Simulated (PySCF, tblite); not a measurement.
**C5H7O4 radical: geometry, infrared bands and EPR parameters**

Aim: predict the infrared bands and EPR parameters of C5H7O4 radical (`C[C](COC=O)C(=O)O`).

Computed with tblite 0.8.0 and PySCF 2.14.0, with density-fitted response routines of our own, on a single molecule in the gas phase. Atoms are numbered from 0 throughout.

### Step 1. Starting geometry

16 atoms, charge 0, multiplicity 2; geometry from: force field or distance geometry start.

Bonds of the start (Å): C0–C1 1.50, C1–C2 1.50, C2–O3 1.42, O3–C4 1.35, C4–O5 1.23, C1–C6 1.45, C6–O7 1.21, C6–O8 1.34, C0–H9 1.09, C0–H10 1.09, C0–H11 1.11, C2–H12 1.09, C2–H13 1.10, C4–H14 1.10, O8–H15 0.98.

### Step 2. Geometry optimisation with GFN2-xTB

The job: settings as JSON, then the geometry in Å.

```
{"job": {"kind": "relax", "xc": "GFN2-xTB", "basis": "xTB"}, "charge": 0, "multiplicity": 2}
C     -1.176100    -1.054000     0.767200
C     -0.644000    -0.003900    -0.154900
C      0.818300    -0.028900    -0.494700
O      1.563600     0.000400     0.711900
C      2.900400    -0.124200     0.541900
O      3.474300    -0.253000    -0.534600
C     -1.480100     1.026300    -0.741100
O     -1.136400     1.816200    -1.594900
O     -2.711800     1.032600    -0.219700
H     -0.659100    -2.000600     0.634300
H     -1.067700    -0.743000     1.808900
H     -2.248600    -1.253000     0.587300
H      1.090000     0.842600    -1.093900
H      1.034400    -0.941600    -1.062500
H      3.401000    -0.076400     1.515300
H     -3.165700     1.769500    -0.682000
```

Started as:

```console
$ OMP_NUM_THREADS=1 python probes_run.py task.json out
```

This one command runs all jobs of the session in turn.

**Question.** This job is followed by: GFN2-xTB harmonic vibrations, gas phase; UKS B3LYP, pcH-1 on C H O, non-relativistic, mean-field spin-orbit, GIAO. What will the session give for the following? strongest single infrared mode (GFN2-xTB); zero-point energy (GFN2-xTB); g(iso) (B3LYP); ⟨S²⟩; largest a(iso) (averaged by class); potential on the surface of density 0.002 e/bohr³, 1st and 99th percentile.

The runs gave:

| quantity | value |
| --- | --- |
| strongest single infrared mode (GFN2-xTB) | 1784 cm⁻¹, 452 km/mol |
| zero-point energy (GFN2-xTB) | 72.4 kcal/mol |
| g(iso) (B3LYP) | 2.00355 |
| ⟨S²⟩ | 0.757 (exact 0.75) |
| largest a(iso) (averaged by class) | 13C on C1, 69.7 MHz |
| potential on the surface of density 0.002 e/bohr³, 1st and 99th percentile | -1.48 V and 2.35 V |

**Reading.** Relaxing lowered the energy by 0.231 eV in 146 steps; the close pair that moved most is O3–C4, from 1.353 to 1.319 Å. All 42 modes are real, so the xTB geometry is a minimum. The strongest single mode, at 1784 cm⁻¹, moves mainly C4 and O5. Unscaled tight-binding wavenumbers are off by several per cent, some by more. Its intensities can rank the bands wrongly. C1 carries the largest spin population, 0.83 e. The isotropic g lies 1.2 ppt above the free-electron value. These values are for one conformer; the search (at its own cheap level) found 2 more, at 0.20, 1.18 kcal/mol, and measured spectra average over such forms.
